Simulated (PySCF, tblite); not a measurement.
# C₈H₉F: a rotation path, then NMR shifts on frames, part 1 of 2

How do NMR shifts of C₈H₉F (`Cc1cccc(CF)c1`) change as the atoms move?

The runs use tblite 0.8.0 and PySCF 2.14.0, with density-fitted response routines of our own; the level of theory stands in each step. All values are computed, except where a source is named. Atoms are numbered from 0 throughout.

### 1 The starting structure

18 atoms, charge 0, multiplicity 1; geometry from: GFN2-xTB.

Bonds of the start (Å): C0–C1 1.50, C1–C2 1.39, C2–C3 1.38, C3–C4 1.38, C4–C5 1.39, C5–C6 1.50, C6–F7 1.37, C5–C8 1.39, C8–C1 1.39, C0–H9 1.09, C0–H10 1.09, C0–H11 1.09, C2–H12 1.08, C3–H13 1.08, C4–H14 1.08, C6–H15 1.10, C6–H16 1.10, C8–H17 1.08.

### 2 A band between two rotamers with GFN2-xTB

What the job is given:

```
{"job": {"kind": "neb", "xc": "GFN2-xTB", "basis": "xTB", "atoms": [4, 5, 6, 7], "turn": 120}, "charge": 0, "multiplicity": 1}
C     -2.470122    -0.605460     0.806477
C     -1.200694    -0.026389     0.260111
C     -1.208072     1.193191    -0.407780
C     -0.039543     1.717723    -0.926487
C      1.156320     1.033695    -0.788672
C      1.178940    -0.184028    -0.127098
C      2.454478    -0.962253     0.046554
F      3.534564    -0.325097    -0.508745
C      0.000910    -0.705910     0.392535
H     -3.169186     0.182184     1.077180
H     -2.946437    -1.233947     0.053369
H     -2.272737    -1.220246     1.681409
H     -2.137369     1.733327    -0.517376
H     -0.055304     2.667236    -1.440586
H      2.070743     1.442315    -1.190353
H      2.384168    -1.942138    -0.442277
H      2.686495    -1.102503     1.109857
H      0.024089    -1.655382     0.910227
```

Level: GFN2-xTB climbing-image nudged elastic band, gas phase.

Command:

```
> OMP_NUM_THREADS=1 python probes_run.py task.json out
```

This one command runs all jobs of the session in turn.

Standard output:

```text
image   E - E0 / eV
  0       0.0000
  1       0.0041
  2       0.0121
  3       0.0201
  4       0.0221
  5       0.0173
  6       0.0087
  7       0.0024
  8      -0.0033
```

Wall time 10 s (1 thread, shared host).

The final band, with the dihedral C4–C5–C6–F7:

```csv
image,dihedral (°),energy (eV),energy (kcal/mol)
0,0,0.000,0.0
1,24,0.004,0.1
2,46,0.012,0.3
3,66,0.020,0.5
4,88,0.022,0.5
5,109,0.017,0.4
6,130,0.009,0.2
7,152,0.002,0.1
8,174,-0.003,-0.1
```

### 3 Shielding tensors: image 0, PBE0/pcSseg-1

What the job is given:

```
{"job": {"kind": "nmr", "xc": "PBE0", "basis": "pcSseg-1", "pop": false}, "charge": 0, "multiplicity": 1}
C     -2.470100    -0.605500     0.806500
C     -1.200700    -0.026400     0.260100
C     -1.208100     1.193200    -0.407800
C     -0.039500     1.717700    -0.926500
C      1.156300     1.033700    -0.788700
C      1.178900    -0.184000    -0.127100
C      2.454500    -0.962300     0.046600
F      3.534600    -0.325100    -0.508700
C      0.000900    -0.705900     0.392500
H     -3.169200     0.182200     1.077200
H     -2.946400    -1.233900     0.053400
H     -2.272700    -1.220200     1.681400
H     -2.137400     1.733300    -0.517400
H     -0.055300     2.667200    -1.440600
H      2.070700     1.442300    -1.190400
H      2.384200    -1.942100    -0.442300
H      2.686500    -1.102500     1.109900
H      0.024100    -1.655400     0.910200
```

Level: GIAO PBE0/pcSseg-1 NMR shielding, non-relativistic, gas phase.

Standard output:

```text
coarse grid: 15360 points
cycle   1  E = -409.4709936956  dE =  1.427e+00  |g| = 5.467e-01  |ddm| = 4.095e+00
cycle   2  E = -409.4469770225  dE =  2.402e-02  |g| = 6.950e-01  |ddm| = 1.324e+00
cycle   3  E = -409.5334457159  dE = -8.647e-02  |g| = 8.703e-02  |ddm| = 6.883e-01
cycle   4  E = -409.5347623283  dE = -1.317e-03  |g| = 3.958e-02  |ddm| = 1.181e-01
cycle   5  E = -409.5351266285  dE = -3.643e-04  |g| = 1.330e-02  |ddm| = 5.386e-02
cycle   6  E = -409.5351710247  dE = -4.440e-05  |g| = 3.156e-03  |ddm| = 1.542e-02
cycle   7  E = -409.5351733841  dE = -2.359e-06  |g| = 5.557e-04  |ddm| = 3.581e-03
final grid: 149616 points
cycle   8  E = -409.5954364923  dE = -4.525e-05  |g| = 8.183e-03  |ddm| = 5.361e-02
cycle   9  E = -409.5954340832  dE =  2.409e-06  |g| = 9.119e-03  |ddm| = 2.049e-02
cycle  10  E = -409.5954537856  dE = -1.970e-05  |g| = 1.314e-03  |ddm| = 1.063e-02
cycle  11  E = -409.5954540912  dE = -3.056e-07  |g| = 2.766e-04  |ddm| = 1.459e-03
cycle  12  E = -409.5954541059  dE = -1.462e-08  |g| = 1.381e-04  |ddm| = 3.877e-04
cycle  13  E = -409.5954541106  dE = -4.714e-09  |g| = 2.481e-05  |ddm| = 1.555e-04
cycle  14  E = -409.5954541107  dE = -1.401e-10  |g| = 7.490e-06  |ddm| = 3.353e-05
converged SCF energy = -409.5954541107

GIAO shielding tensors (ppm)
atom      isotropic    diamagn.    paramagn.     s11        s22        s33       span
  0 C      162.750     244.713     -81.963    140.847    157.904    189.500     48.653
  1 C       43.714     261.225    -217.511    -60.198     13.052    178.287    238.484
  2 C       54.083     252.000    -197.917    -48.887     47.373    163.763    212.650
  3 C       52.175     254.883    -202.708    -59.125     38.498    177.152    236.277
  4 C       61.544     249.130    -187.586    -43.372     40.313    187.691    231.063
  5 C       42.080     263.056    -220.976    -56.380     20.694    161.926    218.306
  6 C       99.949     239.808    -139.859     63.929     80.654    155.264     91.335
  7 F      437.196     469.808     -32.612    412.671    423.733    475.184     62.513
  8 C       59.495     252.987    -193.492    -39.543     53.485    164.542    204.085
  9 H       29.323      28.531       0.792     24.248     28.715     35.006     10.758
 10 H       28.913      27.895       1.018     25.725     26.001     35.014      9.289
 11 H       29.383      29.048       0.335     24.208     29.101     34.839     10.631
 12 H       24.333      32.633      -8.300     20.698     23.977     28.325      7.627
 13 H       24.046      30.617      -6.570     20.625     24.578     26.936      6.311
 14 H       24.048      31.958      -7.910     19.829     23.496     28.818      8.988
 15 H       25.774      27.642      -1.868     20.240     27.382     29.701      9.461
 16 H       25.769      27.646      -1.877     20.224     27.361     29.721      9.497
 17 H       24.637      34.853     -10.217     20.655     23.111     30.144      9.490
```

It took 2 min on 1 thread, shared host.

The references, computed at this level on geometries of the same kind, shield at (ppm): 1H TMS 31.72, 13C TMS 186.9, 19F CFCl3 170.9. Their shielding less the atom's gives the shift. The references are single molecules in the gas phase, so shifts against H2O, NH3, PH3, H3PO4 or CFCl3 are not on the usual liquid scales and can be off by tens of ppm. Each atom is listed at this fixed geometry, with no averaging over motion; a spectrum would average atoms that exchange fast.

```csv
atoms,environment,σ (ppm),δ (ppm)
C5,substituted aromatic carbon,42.1,144.8
C1,substituted aromatic carbon,43.7,143.2
C3,aromatic CH,52.2,134.7
C2,aromatic CH,54.1,132.8
C8,aromatic CH,59.5,127.4
C4,aromatic CH,61.5,125.4
C6,"sp3 CH2 bonded to F, on an aromatic ring",99.9,87.0
C0,methyl carbon on an aromatic ring,162.8,24.2
H13,hydrogen on an aromatic CH,24.05,7.67
H14,hydrogen on an aromatic CH,24.05,7.67
H12,hydrogen on an aromatic CH,24.33,7.38
H17,hydrogen on an aromatic CH,24.64,7.08
H16,"hydrogen on an sp3 CH2 bonded to F, on an aromatic ring",25.77,5.95
H15,"hydrogen on an sp3 CH2 bonded to F, on an aromatic ring",25.77,5.94
H10,hydrogen on a methyl carbon on an aromatic ring,28.91,2.80
H9,hydrogen on a methyl carbon on an aromatic ring,29.32,2.39
H11,hydrogen on a methyl carbon on an aromatic ring,29.38,2.33
F7,fluorine on an sp3 carbon,437.2,-266.2
```

Ring of atoms C1, C2, C3, C4, C5, C8: NICS(0) -8.4, NICS(1) -11.1, NICS(1)zz -27.8 ppm (means of both faces).

Orbitals, density, ELF and potential are computed afterwards from the orbital file.

Frontier orbitals at PBE0/pcSseg-1, with the share of their density that lies nearest to each atom:

```csv
orbital,energy (eV),lies on
HOMO,-7.04,"C1, C2, C4 about 21 % each; C5 17 %"
LUMO,-0.31,"C3, C5, C8 about 19 % each; C2 13 %; H13, H17 about 6 % each"
```

ELF in a plane through or near 13 of the atoms.

Values, 10 rows by 14 columns:
```
0.00 0.00 0.00 0.00 0.00 0.00 0.00 0.00 0.00 0.00 0.00 0.00 0.00 0.00
0.00 0.00 0.00 0.00 0.00 0.00 0.00 0.00 0.00 0.00 0.00 0.00 0.00 0.00
0.00 0.00 0.00 0.00 0.00 0.00 0.04 0.22 0.00 0.03 0.03 0.00 0.00 0.00
0.00 0.00 0.00 0.08 0.36 0.05 0.90 1.00 0.05 0.95 0.77 0.04 0.00 0.00
0.00 0.00 0.55 0.43 0.69 0.77 0.70 0.30 0.51 0.35 0.40 0.44 0.01 0.00
0.00 0.00 0.60 0.87 0.08 0.70 0.56 0.12 0.71 0.23 0.54 0.84 0.01 0.00
0.00 0.00 0.00 0.01 0.96 0.89 0.91 0.52 0.22 0.99 0.82 0.00 0.00 0.00
0.00 0.00 0.00 0.03 0.91 0.26 0.71 0.98 0.08 0.85 0.66 0.00 0.00 0.00
0.00 0.00 0.00 0.00 0.00 0.00 0.85 0.99 0.10 0.00 0.00 0.00 0.00 0.00
0.00 0.00 0.00 0.00 0.00 0.00 0.00 0.00 0.00 0.00 0.00 0.00 0.00 0.00
```
The map spans 12.4 Å across and 11.3 Å up, centred on the molecule. Atoms in the plane (x, y in Å): C0 (2.5, 0.9), C1 (1.2, 0.1), C2 (1.2, -1.3), C3 (0.0, -2.0), C4 (-1.2, -1.3), C5 (-1.2, 0.1), C6 (-2.5, 0.9), F7 (-3.6, 0.1), C8 (0.0, 0.8), H12 (2.1, -1.8), H13 (0.0, -3.0), H14 (-2.1, -1.8), H17 (0.0, 1.9).

log10 of the density (e/Å³) in the same plane.

Ten even steps from '0' (-4.0) to '9' (1.6):
```
0000000000000000000000000000
0000000000000000000000000000
0000000000000000000000000000
0000000000000110000000000000
0000001222122332222221100000
0000123333334554334443210000
0000234555445665456654321000
0002345676556776567765431000
0013566797767887677976542100
0024688777787777877776542100
0024678756777667776555431000
0003455556787667876543321000
0000234567787777877643210000
0000013466667887667643100000
0000012344456776555432100000
0000001122345665433221000000
0000000001134444311000000000
0000000000012222100000000000
0000000000000000000000000000
0000000000000000000000000000
```
The map spans 12.4 Å across and 11.3 Å up, centred on the molecule. Atoms in the plane (x, y in Å): C0 (2.5, 0.9), C1 (1.2, 0.1), C2 (1.2, -1.3), C3 (0.0, -2.0), C4 (-1.2, -1.3), C5 (-1.2, 0.1), C6 (-2.5, 0.9), F7 (-3.6, 0.1), C8 (0.0, 0.8), H12 (2.1, -1.8), H13 (0.0, -3.0), H14 (-2.1, -1.8), H17 (0.0, 1.9).

On the surface of density 0.002 e/bohr³ the electrostatic potential runs, from the 1st to the 99th percentile, from -1.01 V near F7 to 1.01 V near H17.

### 4 NMR shieldings: image 2, PBE0/pcSseg-1

What the job is given:

```
{"job": {"kind": "nmr", "xc": "PBE0", "basis": "pcSseg-1", "pop": false}, "charge": 0, "multiplicity": 1}
C     -2.445900    -0.566100     0.891800
C     -1.199200    -0.001600     0.281200
C     -1.215900     1.178400    -0.452100
C     -0.055100     1.667600    -1.024900
C      1.141100     0.987800    -0.877000
C      1.172500    -0.192500    -0.145700
C      2.445000    -0.974000     0.014300
F      3.510200    -0.163700     0.331000
C      0.006400    -0.673400     0.426900
H     -3.151500     0.221300     1.147800
H     -2.934000    -1.242000     0.187200
H     -2.209900    -1.135000     1.789300
H     -2.142400     1.722000    -0.568800
H     -0.084000     2.583900    -1.596800
H      2.048300     1.375000    -1.315200
H      2.711100    -1.482500    -0.920300
H      2.356100    -1.709000     0.819900
H      0.038600    -1.589900     0.999600
```

Method: GIAO PBE0/pcSseg-1 NMR shielding, non-relativistic, gas phase.

Standard output:

```text
coarse grid: 15360 points
cycle   1  E = -409.4708346686  dE =  1.421e+00  |g| = 5.464e-01  |ddm| = 4.089e+00
cycle   2  E = -409.4487589586  dE =  2.208e-02  |g| = 6.925e-01  |ddm| = 1.286e+00
cycle   3  E = -409.5328569088  dE = -8.410e-02  |g| = 8.043e-02  |ddm| = 6.620e-01
cycle   4  E = -409.5339241749  dE = -1.067e-03  |g| = 3.723e-02  |ddm| = 1.100e-01
cycle   5  E = -409.5342332997  dE = -3.091e-04  |g| = 1.273e-02  |ddm| = 5.189e-02
cycle   6  E = -409.5342739444  dE = -4.064e-05  |g| = 3.333e-03  |ddm| = 1.517e-02
cycle   7  E = -409.5342766969  dE = -2.752e-06  |g| = 5.695e-04  |ddm| = 3.723e-03
final grid: 149616 points
cycle   8  E = -409.5949089110  dE = -4.584e-05  |g| = 8.770e-03  |ddm| = 5.074e-02
cycle   9  E = -409.5949051776  dE =  3.733e-06  |g| = 1.008e-02  |ddm| = 2.215e-02
cycle  10  E = -409.5949283742  dE = -2.320e-05  |g| = 1.393e-03  |ddm| = 1.166e-02
cycle  11  E = -409.5949287169  dE = -3.427e-07  |g| = 2.787e-04  |ddm| = 1.491e-03
cycle  12  E = -409.5949287311  dE = -1.427e-08  |g| = 1.452e-04  |ddm| = 3.904e-04
cycle  13  E = -409.5949287364  dE = -5.306e-09  |g| = 2.547e-05  |ddm| = 1.640e-04
cycle  14  E = -409.5949287366  dE = -1.411e-10  |g| = 7.892e-06  |ddm| = 3.550e-05
converged SCF energy = -409.5949287366

GIAO shielding tensors (ppm)
atom      isotropic    diamagn.    paramagn.     s11        s22        s33       span
  0 C      162.690     244.701     -82.011    141.175    157.585    189.310     48.135
  1 C       43.620     261.417    -217.797    -59.036     12.642    177.256    236.292
  2 C       53.196     251.745    -198.549    -50.676     44.794    165.470    216.145
  3 C       52.100     254.932    -202.831    -58.781     38.317    176.766    235.547
  4 C       57.034     250.355    -193.320    -48.104     37.388    181.819    229.923
  5 C       42.954     262.566    -219.612    -55.435     15.184    169.113    224.548
  6 C       97.975     238.676    -140.700     66.139     83.269    144.519     78.380
  7 F      413.929     470.196     -56.268    370.507    402.457    468.822     98.316
  8 C       54.327     253.226    -198.898    -44.715     55.267    152.431    197.146
  9 H       29.305      28.438       0.867     24.294     28.596     35.025     10.730
 10 H       28.923      27.856       1.067     25.740     25.972     35.057      9.317
 11 H       29.300      29.048       0.252     24.138     29.094     34.668     10.530
 12 H       24.262      32.518      -8.256     20.674     23.862     28.252      7.578
 13 H       24.026      30.538      -6.512     20.590     24.594     26.894      6.304
 14 H       23.934      31.587      -7.653     20.041     23.441     28.320      8.279
 15 H       25.846      27.304      -1.458     22.441     26.399     28.700      6.259
 16 H       26.289      28.702      -2.413     21.305     27.160     30.403      9.098
 17 H       24.488      35.083     -10.596     20.588     23.076     29.800      9.212
```

It took 91 s on 1 thread, shared host.

In short: δ C5 144.0, C1 143.3, C3 134.8, C2 133.7, H14 7.78, H13 7.69 ppm.

(Continued in part 2 of 2.)
